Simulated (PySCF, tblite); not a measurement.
# C₃H₁₂OSi₄: geometry, infrared bands and NMR shifts

Aim: predict the infrared bands and NMR shifts of C₃H₁₂OSi₄ (`[SiH3]OC1=C[SiH2]C1([SiH3])[SiH3]`).

Computed with tblite 0.8.0 and PySCF 2.14.0, with density-fitted response routines of our own, on a single molecule in the gas phase. Atoms count from 0, in the outputs and in this text.

### Step 1. Starting geometry

20 atoms, charge 0, multiplicity 1; geometry from: force field or distance geometry start.

Bonds of the start (Å): Si0–O1 1.67, O1–C2 1.27, C2–C3 1.38, C3–Si4 1.85, Si4–C5 1.89, C5–Si6 1.98, C5–Si7 1.98, C5–C2 1.60, Si0–H8 1.48, Si0–H9 1.48, Si0–H10 1.49, C3–H11 1.08, Si4–H12 1.49, Si4–H13 1.49, Si6–H14 1.48, Si6–H15 1.49, Si6–H16 1.48, Si7–H17 1.50, Si7–H18 1.48, Si7–H19 1.49.

### Step 2. Geometry optimisation with GFN2-xTB

What the job is given:

```
{"job": {"kind": "relax", "xc": "GFN2-xTB", "basis": "xTB"}, "charge": 0, "multiplicity": 1}
Si     3.138700     0.493600     0.555900
O      1.644500    -0.227100     0.339600
C      0.580500     0.404100     0.067100
C      0.220000     1.716800    -0.163500
Si    -1.586100     1.459100    -0.474000
C     -0.865600    -0.254300    -0.144400
Si    -0.892300    -1.492400    -1.684300
Si    -1.513300    -1.124300     1.509000
H      3.547400     1.195500    -0.685800
H      4.143900    -0.537700     0.880200
H      3.074300     1.469100     1.676500
H      0.796900     2.625900    -0.145000
H     -2.454000     2.038100     0.588500
H     -1.960100     1.752500    -1.888400
H     -0.128900    -2.722700    -1.380700
H     -2.303800    -1.870300    -1.956400
H     -0.328800    -0.846100    -2.890700
H     -2.949200    -1.498600     1.320100
H     -0.750800    -2.362800     1.799600
H     -1.418500    -0.207800     2.673800
```

Run with:

```bash
$ OMP_NUM_THREADS=1 python probes_run.py task.json out
```

One launch serves the whole session: the jobs run in the order shown.

**Question.** This job is followed by: GFN2-xTB harmonic vibrations, gas phase; GIAO PBE0/pcSseg-1 NMR shielding, non-relativistic, gas phase. What will the session give for the following? strongest single infrared mode (GFN2-xTB); zero-point energy (GFN2-xTB); ¹³C shifts against TMS (PBE0/pcSseg-1); ¹H shifts against TMS (PBE0/pcSseg-1, means over atoms taken as alike); ²⁹Si shifts against TMS (PBE0/pcSseg-1, means over atoms taken as alike); ¹⁷O shifts against H2O (PBE0/pcSseg-1).

**Answer**, as computed:

| quantity | value |
| --- | --- |
| strongest single infrared mode (GFN2-xTB) | 2256 cm⁻¹, 796 km/mol |
| zero-point energy (GFN2-xTB) | 75.5 kcal/mol |
| ¹³C shifts against TMS (PBE0/pcSseg-1) | 176.7, 91.5, 15.5 ppm |
| ¹H shifts against TMS (PBE0/pcSseg-1, means over atoms taken as alike) | 5.02, 4.53, 4.18, 4.13 ppm |
| ²⁹Si shifts against TMS (PBE0/pcSseg-1, means over atoms taken as alike) | -41.3, -60.7, -64.3 ppm |
| ¹⁷O shifts against H2O (PBE0/pcSseg-1) | 136.6 ppm |

Over 83 steps the energy fell by 0.702 eV; of the close pairs, C2–C5 changed most, 1.603 to 1.495 Å. All 54 modes are real, so the xTB geometry is a minimum. Unscaled tight-binding wavenumbers are off by several per cent, some by more. Its intensities can rank the bands wrongly. The most deshielded carbon is C2 (alkene carbon bearing oxygen), at 176.7 ppm: an sp2 carbon further deshielded by the attached heteroatom.
